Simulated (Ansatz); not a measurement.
# HfMoC2 (P4/mmm) in Ansatz: notebook

The runs below take HfMoC2 through projected density of states, with r2SCAN, r2SCAN+U.

Program: Ansatz 0.2.0. These are calculated values, not measurements. Logs are shortened: lines on timing, memory, paths and dates and some standing lists are left out, and cuts for length are marked.

## (1) The crystal as given

The structure is tetragonal, space group P4/mmm (No. 123). The conventional cell has a = 3.191 Å, b = 3.191 Å, c = 4.485 Å, α = 90.00°, β = 90.00°, γ = 90.00°. Hf (site symmetry 4/mmm) has 6 C at 2.24 to 2.26 Å as nearest neighbours. Mo (site symmetry 4/mmm) is surrounded by 6 C at 2.24 to 2.26 Å. C (site symmetry 4/mmm) is surrounded by 2 Mo at 2.24 Å and 4 Hf at 2.26 Å. C (site symmetry 4/mmm) has 2 Hf at 2.24 Å and 4 Mo at 2.26 Å as nearest neighbours.

The cell comes from a database or a generator and needn't be the stable form of this composition.

## (2) Projected density of states, r2SCAN

input.yaml reads:

```yaml
crystal:
  lattice:
    - [3.191423, 0.0, 0.0]
    - [0.0, 3.191423, 0.0]
    - [0.0, 0.0, 4.485164]
  atoms:
    - { symbol: Hf, position: [0.0, 0.0, 0.0] }
    - { symbol: Mo, position: [0.5, 0.5, 0.5] }
    - { symbol: C, position: [0.5, 0.5, 0.0] }
    - { symbol: C, position: [0.0, 0.0, 0.5] }
hamiltonian:
  xc: r2scan
  pseudopotentials: { kind: paw }
kpoints:
  mp_grid: { grid: [8, 8, 6] }
scf:
  occupations: { method: fermi_dirac, width: 0.05 }
  n_extra_bands: 10
output:
  forces: true
  stress: true
  eigenvalues: true
  dos: { projected: true, de: 0.05, nscf_kmesh: { grid: [12, 12, 9] } }
  write_density: true
  write_potential: true
  elf: true
  volumetric_format: npy
```

Potentials or basis: Ansatz PAW.

Launch:

```console
$ ansatz run input.yaml --threads 2 --pin off --max-ram 5632MiB --backend cpu --events-out ev --progress --plain --runs-dir out
```

Log:

```text
Warning: RAYON_NUM_THREADS=2 ignored (pool sized by the plan → 2); use --threads N
scf.n_extra_bands = 10 over 24 filled bands (N_el = 48.0): the run solves 34 bands
Engine: ansatz 0.2.0, aarch64-unknown-linux-gnu
Pseudopotentials: kind: paw
Pseudopotential: Hf, paw, valence charge 26, recommended cutoff 500 eV (meta_gga), Hf.paw.azcp
Pseudopotential: Mo, paw, valence charge 14, recommended cutoff 500 eV (meta_gga), Mo.paw.azcp
Pseudopotential: C, paw, valence charge 4, recommended cutoff 500 eV (meta_gga), C.paw.azcp
Functional definition: r2SCAN
  parameter k0 = 0.174
  parameter k1 = 0.065
  parameter a1 = 4.9479
  exchange = r2scan_x(k0 = k0, k1 = k1, a1 = a1)
  correlation = r2scan_c
Crystal: 4 atoms, lattice volume = 45.682 Å³
Basis set: ecut = 500 eV, 1149 PW (Γ), exchange–correlation on 96×96×144 points (64 copies of the dense FFT grid, shifted against one another)
Bands: 34, of which v1, the nominal top of the filled ones, is band 24 counted from 1 (23 counted from 0)
Symmetry: 16 space group operations
Space group: P4/mmm (ITA 123), of the structure as read, at distance tolerance 3.6e-5 Å
k-points: 60 of 384
Non-local potential: Hf, projectors of the file, l = 0: 3, l = 1: 2, l = 2: 2, l = 3: 3
Non-local potential: Mo, projectors of the file, l = 0: 3, l = 1: 2, l = 2: 2, l = 3: 1
Non-local potential: C, projectors of the file, l = 0: 2, l = 1: 2, l = 2: 1
PAW form: soft (Blöchl's): semilocal exchange-correlation on the pseudo side does not see the compensation charge
PAW frozen core: Hf, regenerated for the run's functional (the file was generated under x = pbe(κ = 0.804, μ = 0.2195149727645171), c = pbe(β = 0.06672455060314922))
PAW frozen core: Mo, regenerated for the run's functional (the file was generated under x = pbe(κ = 0.804, μ = 0.2195149727645171), c = pbe(β = 0.06672455060314922))
PAW frozen core: C, regenerated for the run's functional (the file was generated under x = pbe(κ = 0.804, μ = 0.2195149727645171), c = pbe(β = 0.06672455060314922))
PAW one-centre angular grid: Hf, 974 points (default); XC on 160 Gauss nodes
PAW one-centre angular grid: Mo, 590 points (default); XC on 160 Gauss nodes
PAW one-centre angular grid: C, 302 points (default); XC on 239 of its mesh's 2573 points in the sphere
Initial density: superposition of atomic densities (neutral atoms: chi_scale 0, normalization atom), corrected by the library's trained network
Initial wavefunctions: pseudopotential atomic-orbital guess
Functional: x = r2scan, c = r2scan; τ floored in thin density (d = 2e-4 eV/Å³)
SCF iter   1: F=—  HF=-21205.699154 eV  |F-HF|=—  |Δ(HF+E_count)|=         —  Δρ=1.58e-2  dr2=1.72e-1  dr2_τ=2.96e-1  ethr=1.77e-3  ⟨swp⟩=5.8  Hψ=7668  notcnv=0  defer=27
preconditioner: auto → Kerker (q_TF=auto, 2.751 Å⁻¹)  [metal: Δε(μ)=0.062 eV  Ē_g=17.336 eV  σ=0.050 eV  W_gap=0.30  n_scr=14 (ndim 8)  ℏωp=33.9 eV  f_vac=0.000  D(μ)=1.87/eV (n_scr^D=14)]
SCF iter   2: F=—  HF=-21205.744031 eV  |F-HF|=—  |Δ(HF+E_count)|=   4.49e-2  Δρ=6.21e-3  dr2=1.29e-2  dr2_τ=6.86e-3  ethr=3.58e-4  ⟨swp⟩=2.0  Hψ=3940  notcnv=0  defer=135
SCF iter   3: F=—  HF=-21205.743533 eV  |F-HF|=—  |Δ(HF+E_count)|=   4.98e-4  Δρ=4.19e-3  dr2=5.08e-3  dr2_τ=2.38e-4  ethr=2.69e-5  ⟨swp⟩=2.0  Hψ=2681  notcnv=0  defer=135
SCF iter   4: F=—  HF=-21205.744739 eV  |F-HF|=—  |Δ(HF+E_count)|=   1.21e-3  Δρ=1.82e-3  dr2=1.21e-3  dr2_τ=1.14e-4  ethr=1.06e-5  ⟨swp⟩=2.9  Hψ=3529  notcnv=0  defer=135
SCF iter   5: F=—  HF=-21205.745201 eV  |F-HF|=—  |Δ(HF+E_count)|=   4.62e-4  Δρ=4.51e-4  dr2=6.53e-5  dr2_τ=8.18e-6  ethr=2.53e-6  ⟨swp⟩=2.0  Hψ=2966  notcnv=0  defer=135
SCF iter   6: F=—  HF=-21205.745315 eV  |F-HF|=—  |Δ(HF+E_count)|=   1.14e-4  Δρ=1.73e-4  dr2=8.85e-6  dr2_τ=4.91e-7  ethr=1.36e-7  ⟨swp⟩=2.0  Hψ=2841  notcnv=0  defer=135
SCF iter   7: F=—  HF=-21205.745337 eV  |F-HF|=—  |Δ(HF+E_count)|=   2.19e-5  Δρ=3.48e-5  dr2=4.48e-7  dr2_τ=3.34e-8  ethr=1.84e-8  ⟨swp⟩=2.0  Hψ=3241  notcnv=0  defer=135
SCF iter   8: F=-21205.745338 eV  HF=-21205.745338 eV  |F-HF|=4.28e-9  |Δ(HF+E_count)|=   8.48e-7  Δρ=9.75e-6  dr2=3.04e-8  dr2_τ=6.52e-9  ethr=2.08e-10  ⟨swp⟩=13.3  Hψ=14196  notcnv=0
SCF 1 converged in 8 iterations: F = -21205.745338 eV  dr2 = 3.04e-8
NSCF: frozen V_eff on 140 k-points
SCF converged after 8 iterations
Free energy (F): -21205.745338 eV
Harris-Foulkes:  -21205.745338 eV  (|F-HF|=4.28e-9)
Internal energy: -21205.732840 eV  (E = F + TS)
E sigma→0 (E₀):  -21205.739089 eV
Entropy (-TS):   -0.012498 eV (-3.124 meV/atom)
Fermi energy:    20.612364 eV
--- Per-component energies (eV) ---
  E_band       = 51.729757
  E_kinetic    = 1041.754998
  E_local      = -6141.979353  (includes V_loc(G=0)·N_el)
  E_nonlocal   = -1053.935606
  E_hartree    = 2793.511957
  E_xc         = -558.332074
  E_vxc        = -681.862734  (∫ρ·V_xc dr)
  E_paw        = -10370.661509  (= ΣΔE_a)
  E_vpaw       = 1262.909230  (= ΣTr[D̂ρ^β])
  E_aug_tail   = 0.000010  (compensation charges beyond the density's cutoff)
  E_vtau       = 37.823549  (kinetic-family band-sum trace: ∫τ·v_τ [+ j·A + Jᵃ·Aᵃ] dr)
  E_ewald      = -6916.142035
  E_core_change = 0.050771  (= ΣΔE_core)
  E_smearing   = -0.012498  (= −TS)
  E_closure    = 0.000000  (closes the sum)
  Σ components = -21205.745338   (vs F -21205.745338, Δ=0.00e0)
--- Forces (eV/Å), atoms counted from 1 ---
  atom   1  Hf    -0.00000000     0.00000000     0.00000000
  atom   2  Mo     0.00000000     0.00000000     0.00000000
  atom   3  C      0.00000000    -0.00000000     0.00000000
  atom   4  C     -0.00000000    -0.00000000     0.00000000
  max |Σ_I F_I| component: 4.99e-29 eV/Å
--- Stress (GPa, compression-positive) ---
       -1.580556       0.000000       0.000000
        0.000000      -1.580556       0.000000
        0.000000       0.000000      -6.118464
  P = ⅓ Tr σ = -3.0932 GPa (-30.932 kbar)
--- Band table (eV; the first three rows and the last of 60) ---
  k-point 0: bands = ["-43.4592", "-42.7941", "-16.7708", "-16.6949", "-16.6949", "-11.0204", "-10.7346", "-10.7346", "6.2176", "7.9376", "8.7704", "8.7792", "8.7792", "8.8000", "8.8305", "8.8328", "8.8328", "16.5544", "16.5839", "19.2029", "19.2029", "19.2447", "19.2447", "20.1801", "20.2919", "20.6352", "20.6486", "20.6486", "21.0546", "24.8351", "25.3780", "25.3780", "28.2997", "28.5677"]
  k-point 1: bands = ["-43.4586", "-42.7948", "-16.7698", "-16.6944", "-16.6944", "-11.0332", "-10.7354", "-10.7354", "6.4583", "7.9956", "8.7795", "8.7795", "8.7992", "8.7993", "8.8302", "8.8333", "8.8333", "16.0324", "16.6604", "18.4796", "18.8087", "18.8087", "19.1380", "19.1380", "20.0554", "20.2082", "21.2564", "21.2564", "23.0730", "24.7674", "25.5546", "25.5546", "28.6250", "29.0931"]
  k-point 2: bands = ["-43.4572", "-42.7962", "-16.7676", "-16.6934", "-16.6934", "-11.0586", "-10.7369", "-10.7369", "7.0754", "8.0244", "8.7801", "8.7801", "8.7978", "8.8298", "8.8344", "8.8344", "8.8629", "15.1701", "16.4777", "16.9151", "18.3977", "18.3977", "18.8693", "18.8693", "19.5583", "20.2663", "22.2512", "22.2512", "24.6185", "24.6315", "25.8097", "25.8097", "28.3053", "30.5376"]
  k-point 59: bands = ["-43.4178", "-42.7531", "-16.9120", "-16.9120", "-16.7175", "-11.1517", "-11.1517", "-10.9695", "8.3268", "8.7827", "8.7901", "8.7901", "8.8268", "8.8355", "8.8355", "8.8384", "9.1929", "15.6404", "16.0967", "16.0967", "16.1499", "16.1558", "16.1558", "21.7044", "21.7044", "22.0831", "23.9223", "23.9223", "24.2320", "24.4535", "27.5395", "28.0964", "29.2950", "33.9249"]
```

Wall time 14 s (2 threads of Arm Neoverse V1, shared host); peak memory 0.51 GiB.

What came out:

```yaml
Free_energy: -21205.7453 eV
Pressure: -3.1 GPa
Band_gap_on_the_k_mesh: none (metal or under the smearing width)
Density_of_states_at_the_Fermi_level: 1.66 states/eV per cell
```

States per cell in windows of 1 eV (zero at the Fermi level; states under -8 eV left out):
| from (eV) | total | C 2p | Mo 4d | Hf 5d | C 2s | Hf 6s | Mo 5s |
| --- | --- | --- | --- | --- | --- | --- | --- |
| -8.0 | 0.25 | 0.11 | 0.06 | 0.05 | 0.01 | 0.01 | 0.01 |
| -7.0 | 1.35 | 0.64 | 0.33 | 0.21 | 0.03 | 0.04 | 0.05 |
| -6.0 | 2.10 | 1.04 | 0.64 | 0.22 | 0.04 | 0.05 | 0.05 |
| -5.0 | 4.54 | 2.16 | 1.45 | 0.71 | 0.06 | 0.02 | 0.01 |
| -4.0 | 2.57 | 1.20 | 0.64 | 0.65 | 0.02 | 0.01 | 0.00 |
| -3.0 | 1.02 | 0.52 | 0.28 | 0.19 | 0.01 | 0.00 | 0.00 |
| -2.0 | 0.72 | 0.35 | 0.24 | 0.09 | 0.01 | 0.00 | 0.00 |
| -1.0 | 1.43 | 0.41 | 0.73 | 0.23 | 0.02 | 0.00 | 0.00 |
| 0.0 | 2.38 | 0.55 | 1.42 | 0.30 | 0.04 | 0.02 | 0.01 |
| 1.0 | 2.28 | 0.54 | 1.41 | 0.22 | 0.04 | 0.03 | 0.01 |
| 2.0 | 1.12 | 0.25 | 0.45 | 0.30 | 0.08 | 0.01 | 0.01 |
| 3.0 | 1.68 | 0.29 | 0.46 | 0.75 | 0.09 | 0.01 | 0.03 |
| 4.0 | 3.32 | 0.66 | 0.59 | 1.83 | 0.07 | 0.02 | 0.08 |
| 5.0 | 2.01 | 0.56 | 0.30 | 0.97 | 0.06 | 0.02 | 0.04 |
| 6.0 | 1.39 | 0.41 | 0.25 | 0.55 | 0.06 | 0.01 | 0.01 |
| 7.0 | 1.44 | 0.25 | 0.13 | 0.53 | 0.25 | 0.08 | 0.02 |

Caveat: the PAW data sets come from PBE, with cores solved anew for the run's functional, which leaves a small shift of forces and pressure; the density of states is complete only up to the lowest level of the last band computed.

## (3) Projected density of states, r2SCAN+U

Edit input.yaml of step 2 so:

```diff
@@ -13,2 +13,6 @@
   pseudopotentials: { kind: paw }
+  hubbard:
+    sites:
+      - { species: Hf, l: d, u_eff: 1.0 }
+      - { species: Mo, l: d, u_eff: 1.0 }
 kpoints:
@@ -23,5 +27 @@
   dos: { projected: true, de: 0.05, nscf_kmesh: { grid: [12, 12, 9] } }
-  write_density: true
-  write_potential: true
-  elf: true
-  volumetric_format: npy
```

Potentials or basis: Ansatz PAW.

Launch:

```console
$ ansatz run input.yaml --threads 2 --pin off --max-ram 5632MiB --backend cpu --events-out ev --progress --plain --runs-dir out
```

Run time: 16 s. Hardware: 2 threads of Arm Neoverse V1, shared host; peak memory 0.59 GiB.

The run converged. Its results:

| Item | Value |
| --- | --- |
| Free energy | -21203.4811 eV |
| Pressure | -2.1 GPa |
| Band gap on the k mesh | none (metal or under the smearing width) |
| Density of states at the Fermi level | 1.65 states/eV per cell |

Stress tensor (GPa, compression positive):
```
-0.67  0.00  0.00
 0.00 -0.67  0.00
 0.00  0.00 -4.98
```

Levels at points of the mesh, in eV from the Fermi level:
```tsv
k point	band 20	band 21	band 22	band 23	band 24	band 25	band 26	band 27	band 28	band 29
(0.00, 0.00, 0.00)	-1.43	-1.43	-1.40	-1.40	-0.41	-0.23	0.00	0.00	0.00	0.48
(0.00, 0.00, -0.50)	-3.52	-2.41	-2.41	-1.85	-1.85	-1.22	-0.30	2.10	2.10	3.95
(0.00, -0.50, 0.00)	-5.17	-4.56	-4.01	-3.90	-0.50	1.05	2.24	3.28	3.59	4.54
(0.00, -0.50, -0.50)	-5.48	-5.43	-4.69	-4.57	1.03	1.12	1.78	4.83	5.60	5.69
(-0.50, -0.50, 0.00)	-3.91	-3.91	-1.43	-1.25	-1.25	-1.15	1.17	1.49	2.54	4.25
(-0.50, -0.50, -0.50)	-4.52	-4.49	-4.47	-4.47	1.04	1.04	1.50	3.38	3.38	3.62
```

States per cell in windows of 1 eV (zero at the Fermi level; states under -8 eV left out):
```
from (eV)  total  C 2p  Mo 4d  Hf 5d  C 2s  Hf 6s  Mo 5s
     -8.0   0.32  0.14   0.08   0.05  0.01   0.01   0.01
     -7.0   1.48  0.71   0.37   0.22  0.04   0.05   0.05
     -6.0   2.18  1.09   0.69   0.22  0.04   0.05   0.04
     -5.0   4.67  2.22   1.45   0.79  0.06   0.01   0.01
     -4.0   2.30  1.09   0.57   0.56  0.02   0.01   0.00
     -3.0   0.92  0.48   0.25   0.16  0.01   0.00   0.00
     -2.0   0.79  0.38   0.29   0.09  0.01   0.00   0.00
     -1.0   1.47  0.41   0.76   0.23  0.02   0.01   0.00
      0.0   2.48  0.58   1.50   0.29  0.04   0.02   0.01
      1.0   2.10  0.50   1.28   0.21  0.04   0.03   0.01
      2.0   1.13  0.24   0.45   0.31  0.09   0.01   0.01
      3.0   1.70  0.29   0.45   0.77  0.09   0.01   0.04
      4.0   3.34  0.65   0.56   1.87  0.06   0.02   0.08
      5.0   1.98  0.54   0.29   0.96  0.06   0.02   0.04
      6.0   1.38  0.40   0.24   0.54  0.06   0.01   0.01
      7.0   1.57  0.26   0.12   0.59  0.28   0.10   0.02
```

Eigenvalues of the final occupation matrices:
| site | spin | trace | eigenvalues |
| --- | --- | --- | --- |
| site 1 | 1 | 1.45 | 0.24 0.24 0.26 0.35 0.36 |
| site 2 | 1 | 2.43 | 0.45 0.46 0.47 0.53 0.53 |

Caveat: U without spin polarisation on a metal has little footing; the PAW data sets come from PBE, with cores solved anew for the run's functional, which leaves a small shift of forces and pressure; the U is typed as a test and isn't derived for this compound; the density of states is complete only up to the lowest level of the last band computed. The run has no spin-orbit coupling, so splittings on Hf are missing.

## (4) Projected density of states, r2SCAN+U

Edit input.yaml of step 3 so:

```diff
@@ -15,4 +15,4 @@
     sites:
-      - { species: Hf, l: d, u_eff: 1.0 }
-      - { species: Mo, l: d, u_eff: 1.0 }
+      - { species: Hf, l: d, u_eff: 2.0 }
+      - { species: Mo, l: d, u_eff: 2.0 }
 kpoints:
```

Launch:

```console
$ ansatz run input.yaml --threads 2 --pin off --max-ram 5632MiB --backend cpu --events-out ev --progress --plain --runs-dir out
```

Run time: 16 s. Hardware: 2 threads of Arm Neoverse V1, shared host; peak memory 0.59 GiB.

It converged, with:

- Free energy: -21201.2303 eV
- Pressure: -1.0 GPa
- Band gap on the k mesh: none (metal or under the smearing width)
- Density of states at the Fermi level: 1.64 states/eV per cell

Stress tensor (GPa, compression positive):
```
 0.25  0.00  0.00
 0.00  0.25  0.00
 0.00  0.00 -3.59
```

Levels at points of the mesh, in eV from the Fermi level:
```tsv
k point	band 22	band 23	band 24	band 25	band 26	band 27
(0.00, 0.00, 0.00)	-1.43	-1.43	-0.40	-0.13	-0.03	-0.03
(0.00, 0.00, -0.50)	-2.47	-1.83	-1.83	-1.10	-0.28	2.05
(0.00, -0.50, 0.00)	-4.03	-3.84	-0.56	1.08	2.20	3.30
(0.00, -0.50, -0.50)	-4.72	-4.58	0.98	1.16	1.74	4.94
(-0.50, -0.50, 0.00)	-1.45	-1.29	-1.29	-1.20	1.22	1.53
(-0.50, -0.50, -0.50)	-4.42	-4.42	0.99	0.99	1.54	3.45
```

States per cell in windows of 1 eV (zero at the Fermi level; states under -8 eV left out):
| from (eV) | total | C 2p | Mo 4d | Hf 5d | C 2s | Hf 6s | Mo 5s |
| --- | --- | --- | --- | --- | --- | --- | --- |
| -8.0 | 0.33 | 0.15 | 0.08 | 0.05 | 0.01 | 0.02 | 0.01 |
| -7.0 | 1.49 | 0.72 | 0.37 | 0.21 | 0.04 | 0.05 | 0.06 |
| -6.0 | 2.15 | 1.08 | 0.67 | 0.21 | 0.04 | 0.05 | 0.04 |
| -5.0 | 4.70 | 2.25 | 1.47 | 0.78 | 0.06 | 0.01 | 0.01 |
| -4.0 | 2.31 | 1.10 | 0.58 | 0.56 | 0.02 | 0.01 | 0.00 |
| -3.0 | 0.91 | 0.48 | 0.25 | 0.15 | 0.01 | 0.00 | 0.00 |
| -2.0 | 0.80 | 0.38 | 0.30 | 0.09 | 0.01 | 0.00 | 0.00 |
| -1.0 | 1.45 | 0.42 | 0.75 | 0.23 | 0.02 | 0.01 | 0.00 |
| 0.0 | 2.48 | 0.59 | 1.50 | 0.29 | 0.04 | 0.03 | 0.01 |
| 1.0 | 2.08 | 0.48 | 1.29 | 0.21 | 0.04 | 0.03 | 0.01 |
| 2.0 | 1.08 | 0.23 | 0.44 | 0.29 | 0.08 | 0.01 | 0.01 |
| 3.0 | 1.57 | 0.28 | 0.44 | 0.67 | 0.09 | 0.01 | 0.03 |
| 4.0 | 3.39 | 0.62 | 0.58 | 1.93 | 0.06 | 0.02 | 0.08 |
| 5.0 | 2.09 | 0.55 | 0.29 | 1.05 | 0.06 | 0.02 | 0.04 |
| 6.0 | 1.43 | 0.40 | 0.24 | 0.58 | 0.07 | 0.01 | 0.01 |
| 7.0 | 1.62 | 0.27 | 0.13 | 0.60 | 0.29 | 0.10 | 0.02 |

Eigenvalues of the final occupation matrices:
```tsv
site	spin	trace	eigenvalues
site 1	1	1.43	0.23 0.23 0.25 0.35 0.36
site 2	1	2.43	0.44 0.46 0.47 0.53 0.53
```

Caveat: U without spin polarisation on a metal has little footing; the PAW data sets come from PBE, with cores solved anew for the run's functional, which leaves a small shift of forces and pressure; the U is typed as a test and isn't derived for this compound; the density of states is complete only up to the lowest level of the last band computed. Spin-orbit coupling is left out, which matters for the levels of Hf.

## (5) Summary

```tsv
level	U	hubbard projectors	double counting	gap on the mesh (eV)	pressure (GPa)
r2SCAN	-	-	-	none	-3.1
r2SCAN+U	Hf d U = 1 eV, Mo d U = 1 eV	ortho-atomic (the default)	fll (the default)	none	-2.1
r2SCAN+U	Hf d U = 2 eV, Mo d U = 2 eV	ortho-atomic (the default)	fll (the default)	none	-1.0
```

Alike in all rows: task projected density of states; potentials or basis Ansatz PAW; no spin polarisation; cell as given; k mesh 8 × 8 × 6; cutoff (eV) 500; smearing fermi-dirac 0.05 eV.

Every run on the cell as given and a fine mesh finds a metal. The pressure there spans -3.1 GPa (r2SCAN) to -1.0 GPa (r2SCAN+U); a positive pressure means that this level wants a larger cell, a negative one a smaller.

Caveats: the PAW data sets come from PBE, with cores solved anew for the run's functional, which leaves a small shift of forces and pressure; the density of states is complete only up to the lowest level of the last band computed; U without spin polarisation on a metal has little footing (some runs); the U is typed as a test and isn't derived for this compound (some runs).

Absolute energies hang on the potentials; compare differences alone.
